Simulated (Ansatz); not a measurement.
This script drives Ansatz 0.2.0, Python API.

The script, `c2h8b2si.py`:
```python
"""Minimum-energy structure of C2H8B2Si."""

import itertools
import warnings

import ansatz as az
from ase.data import atomic_numbers, covalent_radii
import numpy as np

GEOMETRY = """
B     0.66100    2.29120    0.73640
B     0.11730    0.75340    0.73090
C    -0.88540   -0.38490    1.19310
Si    0.37640   -1.17040    0.10630
C    -0.15300   -1.22130   -1.71770
H     1.54210    2.67660    0.07150
H     0.05890    3.13960    1.37310
H    -0.69440   -0.62980    2.27190
H    -1.87800   -0.26450    0.84890
H     1.65010   -1.59560    0.55510
H     0.05260   -2.21860   -2.09520
H     0.45780   -0.44400   -2.22870
H    -1.28500   -0.96640   -1.83100
"""

warnings.simplefilter("ignore", az.DeckWarning)

mol = az.Crystal.molecule()
for line in GEOMETRY.strip().splitlines():
    symbol, *xyz = line.split()
    mol = mol.atom(symbol, [float(v) for v in xyz])

job = mol.calculation()
job = job.basis(gaussian="def2-SVP")
job = job.functional("cam_b3lyp")
symbols = [site.symbol for site in mol.cartesian_sites]
start = np.array([site.position_ang for site in mol.cartesian_sites], dtype=float)
def progress(event):
    if event["event"] == "relax_step":
        row = event["data"]
        print(f"step {row['step']:3d}  E = {row['lagrangian_ev']:.6f} eV  largest force component {row['allowed_force_max_ev_ang']:.4f} eV/A")


report = job.relax(force_tolerance=0.005).session().plan().execute(on_event=progress).report
end = np.array(report["positions_ang"])

print(f"E = {report['free_energy_ev']:.6f} eV = {report['free_energy_ev'] / 27.211386246:.7f} Ha")
print("converged:", report["converged"], " doubts:", report["published_state_doubts"] or "none")

# pairs closer than 1.2 times the sum of covalent radii, before or after
radius = [covalent_radii[atomic_numbers[s]] for s in symbols]
span = lambda where, i, j: np.linalg.norm(where[i] - where[j])
bonded = [(i, j) for i, j in itertools.combinations(range(len(symbols)), 2) if min(span(start, i, j), span(end, i, j)) < 1.2 * (radius[i] + radius[j])]
print("pair        before    after (A)")
for i, j in bonded:
    print(f"{symbols[i]}{i}-{symbols[j]}{j}".ljust(10), f"{span(start, i, j):8.4f} {span(end, i, j):8.4f}")

charges = report["charge_distribution"]
print("dipole moment", round(4.803205 * float(np.linalg.norm(charges["dipole_moment_e_ang"])), 3), "D")
print("Mulliken:", [(s, round(q, 3)) for s, q in zip(symbols, charges["mulliken_charges_e"])])
```

It is started by `python c2h8b2si.py`. How long does it take on 1 thread of Arm Neoverse V2, on a shared host, and how much memory does it need?

It took about 3.2 min, with a peak of 0.38 GiB, for 1 run of the engine.

Running `python c2h8b2si.py` prints:
```text
step   1  E = -11422.998908 eV  largest force component 3.0740 eV/A
step   2  E = -11423.693645 eV  largest force component 1.2233 eV/A
step   3  E = -11424.000535 eV  largest force component 0.7702 eV/A
step   4  E = -11424.213556 eV  largest force component 1.0842 eV/A
step   5  E = -11424.428777 eV  largest force component 0.5583 eV/A
step   6  E = -11424.584886 eV  largest force component 0.3803 eV/A
step   7  E = -11424.693739 eV  largest force component 0.3500 eV/A
step   8  E = -11424.755887 eV  largest force component 0.3706 eV/A
step   9  E = -11424.815198 eV  largest force component 0.3283 eV/A
step  10  E = -11424.833693 eV  largest force component 0.3825 eV/A
step  11  E = -11424.853681 eV  largest force component 0.4704 eV/A
step  12  E = -11424.861370 eV  largest force component 0.4643 eV/A
step  13  E = -11424.884416 eV  largest force component 0.3105 eV/A
step  14  E = -11424.913061 eV  largest force component 0.2310 eV/A
step  15  E = -11424.967403 eV  largest force component 0.2762 eV/A
step  16  E = -11425.078214 eV  largest force component 0.2890 eV/A
step  17  E = -11425.240469 eV  largest force component 0.6315 eV/A
step  18  E = -11425.393208 eV  largest force component 0.4628 eV/A
step  19  E = -11425.392189 eV  largest force component 0.4922 eV/A
step  20  E = -11425.416930 eV  largest force component 0.1135 eV/A
step  21  E = -11425.425712 eV  largest force component 0.0951 eV/A
step  22  E = -11425.428940 eV  largest force component 0.0612 eV/A
step  23  E = -11425.430425 eV  largest force component 0.0582 eV/A
step  24  E = -11425.431263 eV  largest force component 0.0544 eV/A
step  25  E = -11425.431905 eV  largest force component 0.0418 eV/A
step  26  E = -11425.432162 eV  largest force component 0.0225 eV/A
step  27  E = -11425.432278 eV  largest force component 0.0167 eV/A
step  28  E = -11425.432332 eV  largest force component 0.0179 eV/A
step  29  E = -11425.432363 eV  largest force component 0.0105 eV/A
step  30  E = -11425.432377 eV  largest force component 0.0053 eV/A
step  31  E = -11425.432382 eV  largest force component 0.0046 eV/A
E = -11425.432518 eV = -419.8769006 Ha
converged: True  doubts: none
pair        before    after (A)
B0-B1        1.6311   1.5828
B0-Si3       3.5300   2.1560
B0-H5        1.1692   1.2174
B0-H6        1.2197   1.2085
B1-C2        1.5858   1.5025
B1-Si3       2.0392   2.0852
C2-Si3       1.8413   1.9693
C2-H7        1.1226   1.0989
C2-H8        1.0575   1.0977
Si3-C4       1.9000   1.8723
Si3-H9       1.4158   1.4828
C4-H10       1.0860   1.0999
C4-H11       1.1128   1.0998
C4-H12       1.1659   1.0999
dipole moment 3.115 D
Mulliken: [('B', -0.216), ('B', 0.049), ('C', -0.187), ('Si', 0.29), ('C', -0.22), ('H', -0.009), ('H', 0.009), ('H', 0.088), ('H', 0.081), ('H', -0.063), ('H', 0.058), ('H', 0.064), ('H', 0.057)]
```

What to keep in mind:
- Total energies depend on the basis set; only differences at equal settings carry meaning.
- The end point is the stationary point reached from this start; no frequency run checks that it is a minimum, and the basis set is modest.
- The bonding changed during the relaxation, so the end is another isomer than the start names.
